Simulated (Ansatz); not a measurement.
# GeH: the cost of one run

Program: Ansatz 0.2.0, driven from Python. Level of theory: CCSD(T)/def2-SVP. These are calculated values, not measurements.

### Step 1. The structure

Bond lengths: Ge1–H2 1.480 Å.

The script holds or builds the structure itself.

### Step 2. Script

geh_scan.py reads:

```python
"""Potential curve of GeH along one bond."""

import ansatz as az
from ase.data import atomic_masses, atomic_numbers
import numpy as np

BASIS = "def2-SVP"
METHOD = "CCSD(T)"

geometry_ang = [
    ("Ge", (0.0, 0.0, 0.0)),
    ("H", (0.0, 0.0, 1.48)),
]
geometry = az.Crystal.molecule()
for symbol, xyz in geometry_ang:
    geometry = geometry.atom(symbol, xyz)

symbols = [site.symbol for site in geometry.cartesian_sites]
start = np.array([site.position_ang for site in geometry.cartesian_sites])
axis = (start[1] - start[0]) / np.linalg.norm(start[1] - start[0])
moving = [1]
lengths, energies = [1.302, 1.362, 1.421, 1.48, 1.539, 1.598, 1.658, 1.746], []
for length in lengths:
    xyz = start.copy()
    xyz[moving] += (length - np.linalg.norm(start[1] - start[0])) * axis
    point = az.Crystal.molecule()
    for symbol, place in zip(symbols, xyz):
        point = point.atom(symbol, place.tolist())
    setup = (
        point.calculation()
        .basis(gaussian=BASIS)
        .correlation(METHOD)
        .spin("collinear", total=1)
        .scf(lower_state_search="standard")
    )
    summary = setup.run().report
    energies.append(summary["free_energy_ev"])
    print(f"r = {length:6.3f} A  E = {energies[-1]:.5f} eV  <S^2> = {abs(summary['mean_field']['state']['spin_squared']):.3f}")

# quartic fit about the minimum
fit = np.polynomial.Polynomial.fit(lengths, np.array(energies) - min(energies), 4).convert()
roots = [r.real for r in fit.deriv().roots() if abs(r.imag) < 1e-9 and fit.deriv(2)(r.real) > 0]
r_e = min(roots, key=lambda r: abs(r - lengths[int(np.argmin(energies))]))
print(f"minimum of the fit at {r_e:.4f} A, force constant {fit.deriv(2)(r_e):.2f} eV/A^2")
m1, m2 = (atomic_masses[atomic_numbers[s]] for s in symbols)
mu = m1 * m2 / (m1 + m2)
print(f"harmonic wavenumber {521.4709 * np.sqrt(fit.deriv(2)(r_e) / mu):.0f} 1/cm, rotational constant {16.857629 / (mu * r_e ** 2):.4f} 1/cm")
```

### Step 3. What the engine is handed

The package turns the script's settings into the engine's input (first run):

```yaml
crystal:
  periodic: [false, false, false]
  atoms:
    - { symbol: Ge, position_ang: [0.0, 0.0, 0.0] }
    - { symbol: H, position_ang: [0.0, 0.0, 1.302] }
basis:
  gaussian:
    orbitals: def2-SVP
magnetization:
  spin_polarized: true
  initial_magnetization: 1.0
correlation:
  method: ccsd_t
scf:
  lower_state_search: standard
```

### Step 4. The run

The run is started by

```console
$ python geh_scan.py
```

What time and memory should one allow on 1 thread of Intel Xeon Platinum 8375C at 2.90GHz (Ice Lake), shared host?

About 25 s, with a peak of 0.19 GiB.
